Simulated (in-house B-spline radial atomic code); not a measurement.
# Pm⁺: numerical settings, good and bad

Aim: try Pm⁺ with numerical settings changed, some of them on purpose beyond sense, against a run with standard settings.

Method: scalar-relativistic (spin-free one-electron X2C) OLYP, spin-polarised, spherical fractional occupations, Fermi nucleus, basis-set limit. Code: in-house B-spline radial atomic code version 1.

**1. What is computed**

| Quantity | Value |
| --- | --- |
| element | promethium (Z = 61) |
| charge | +1 |
| electrons | 60 |
| configuration | [Xe] 4f5 6s1 |
| Hamiltonian | scalar-relativistic (X2C) |
| nucleus | Fermi, rms radius 4.962 fm |

The outer shells:

[Xe] 4f5 6s1
```
[Xe] core
4f [↑ ][↑ ][↑ ][↑ ][↑ ][  ][  ]
6s [↑ ]
```

Where spins are not typed, each open shell is filled with up spins first.

A run counts as converged when the orbital gradient is under the tolerance times 61 hartree (or under the basis's noise floor) and the energy moved by less than 1e-8 hartree times the root of its size. Energy differences under 3e-05 hartree are noise.

Settings of the run:

```ini
Z = 61
electrons = 60.0
configuration = [Xe] 4f5 6s1
hamiltonian = x2c
method = optx,lyp
spin_polarised = True
nucleus = fermi
rms_radius = 4.961999461404065
mass_number = 145
atomic_mass = 144.912755748
speed_of_light = 137.035999084
knot_spacing = 0.22
spline_order = 8
gauss_points = 12
box_radius = 35.29
max_iterations = 70
damping = 0.5
damped_steps = 3
diis_vectors = 10
tolerance = 1e-08
start = Thomas-Fermi
```

The reference is known from an earlier run: -10023.086519 hartree in all. Up to eight levels, counted from the top:

| orbital | occupation | energy (eV) | <r> (bohr) |
| --- | --- | --- | --- |
| 4d up | 5 | -130.12 | 0.6882 |
| 4d down | 5 | -126.03 | 0.6881 |
| 5s up | 1 | -48.746 | 1.431 |
| 5s down | 1 | -46.142 | 1.455 |
| 5p up | 3 | -29.349 | 1.671 |
| 5p down | 3 | -27.423 | 1.708 |
| 4f up | 5 | -9.471 | 1.019 |
| 6s up | 1 | -8.336 | 3.957 |

**2. Starting potential bare nucleus**

Settings of the run:

```ini
Z = 61
electrons = 60.0
configuration = [Xe] 4f5 6s1
hamiltonian = x2c
method = optx,lyp
spin_polarised = True
nucleus = fermi
rms_radius = 4.961999461404065
mass_number = 145
atomic_mass = 144.912755748
speed_of_light = 137.035999084
knot_spacing = 0.22
spline_order = 8
gauss_points = 12
box_radius = 35.29
max_iterations = 70
damping = 0.5
damped_steps = 3
diis_vectors = 10
tolerance = 1e-08
start = bare nucleus
```

On the command line:

```sh
> python run_scf.py task.json out
```

One command runs all members of the session, one after another, from task.json.

**3. Knot spacing (logarithmic) 2; first knot 0.00492; cap on iterations 12; number of damped steps 0**

The settings differ from step 2 so:

```diff
@@ -11,3 +11,3 @@
 speed_of_light = 137.035999084
-knot_spacing = 0.22
+knot_spacing = 2.0
 spline_order = 8
@@ -15,7 +15,8 @@
 box_radius = 35.29
-max_iterations = 70
+first_knot = 0.00492
+max_iterations = 12
 damping = 0.5
-damped_steps = 3
+damped_steps = 0
 diis_vectors = 10
 tolerance = 1e-08
-start = bare nucleus
+start = Thomas-Fermi
```

**4. Spline order 3; cap on iterations 50; damping (share of the old matrix) 0.8**

The settings differ from step 3 so:

```diff
@@ -11,10 +11,9 @@
 speed_of_light = 137.035999084
-knot_spacing = 2.0
-spline_order = 8
+knot_spacing = 0.22
+spline_order = 3
 gauss_points = 12
 box_radius = 35.29
-first_knot = 0.00492
-max_iterations = 12
-damping = 0.5
-damped_steps = 0
+max_iterations = 50
+damping = 0.8
+damped_steps = 3
 diis_vectors = 10
```

**5. First knot 0.0164; cap on iterations 100; number of DIIS vectors 20; convergence tolerance 0.0001**

The settings differ from step 4 so:

```diff
@@ -12,10 +12,11 @@
 knot_spacing = 0.22
-spline_order = 3
+spline_order = 8
 gauss_points = 12
 box_radius = 35.29
-max_iterations = 50
-damping = 0.8
+first_knot = 0.0164
+max_iterations = 100
+damping = 0.5
 damped_steps = 3
-diis_vectors = 10
-tolerance = 1e-08
+diis_vectors = 20
+tolerance = 0.0001
 start = Thomas-Fermi
```

**6. Knot spacing (logarithmic) 0.4; spline order 10; cap on iterations 75; number of damped steps 8; starting potential bare nucleus**

Settings of the run:

```ini
Z = 61
electrons = 60.0
configuration = [Xe] 4f5 6s1
hamiltonian = x2c
method = optx,lyp
spin_polarised = True
nucleus = fermi
rms_radius = 4.961999461404065
mass_number = 145
atomic_mass = 144.912755748
speed_of_light = 137.035999084
knot_spacing = 0.4
spline_order = 10
gauss_points = 12
box_radius = 35.29
max_iterations = 75
damping = 0.5
damped_steps = 8
diis_vectors = 10
tolerance = 1e-08
start = bare nucleus
```

**7. Knot spacing (logarithmic) 0.75; box radius 5.29; cap on iterations 50**

Settings of the run:

```ini
Z = 61
electrons = 60.0
configuration = [Xe] 4f5 6s1
hamiltonian = x2c
method = optx,lyp
spin_polarised = True
nucleus = fermi
rms_radius = 4.961999461404065
mass_number = 145
atomic_mass = 144.912755748
speed_of_light = 137.035999084
knot_spacing = 0.75
spline_order = 8
gauss_points = 12
box_radius = 5.29
max_iterations = 50
damping = 0.5
damped_steps = 3
diis_vectors = 10
tolerance = 1e-08
start = Thomas-Fermi
```

**8. Another Hamiltonian or method**

Settings of the run:

```ini
Z = 61
electrons = 60.0
configuration = [Xe] 4f5 6s1
hamiltonian = dirac
method = hf
spin_polarised = False
nucleus = fermi
rms_radius = 4.961999461404065
mass_number = 145
atomic_mass = 144.912755748
speed_of_light = 45.7563200941476
knot_spacing = 0.22
spline_order = 8
gauss_points = 12
box_radius = 35.29
max_iterations = 70
damping = 0.5
damped_steps = 3
diis_vectors = 10
tolerance = 1e-08
start = Thomas-Fermi
```

Which of these runs converge to the reference energy, which miss it and by about how much, and which fail?

**Answer**, as computed:

| run | outcome | iterations | energy less the reference (hartree) |
| --- | --- | --- | --- |
| reference | converged | 12 | 0 |
| starting potential bare nucleus | converged | 14 | below noise |
| knot spacing (logarithmic) 2; first knot 0.00492; cap on iterations 12; number of damped steps 0 | converged | 8 | +990 |
| spline order 3; cap on iterations 50; damping (share of the old matrix) 0.8 | converged | 13 | +0.338 |
| first knot 0.0164; cap on iterations 100; number of DIIS vectors 20; convergence tolerance 0.0001 | converged | 10 | +0.921 |
| knot spacing (logarithmic) 0.4; spline order 10; cap on iterations 75; number of damped steps 8; starting potential bare nucleus | converged | 15 | +0.00372 |
| knot spacing (logarithmic) 0.75; box radius 5.29; cap on iterations 50 | converged | 11 | +4.75 |
| Another Hamiltonian or method | refused | - | - |

Of 7 changed inputs, 1 gave the reference energy within 3e-05 hartree, 5 converged to another value and 1 met a refusal. The worst converged miss is +990 hartree (knot spacing (logarithmic) 2; first knot 0.00492; cap on iterations 12; number of damped steps 0): that the iterations converge says nothing of the basis, the quadrature or the box.
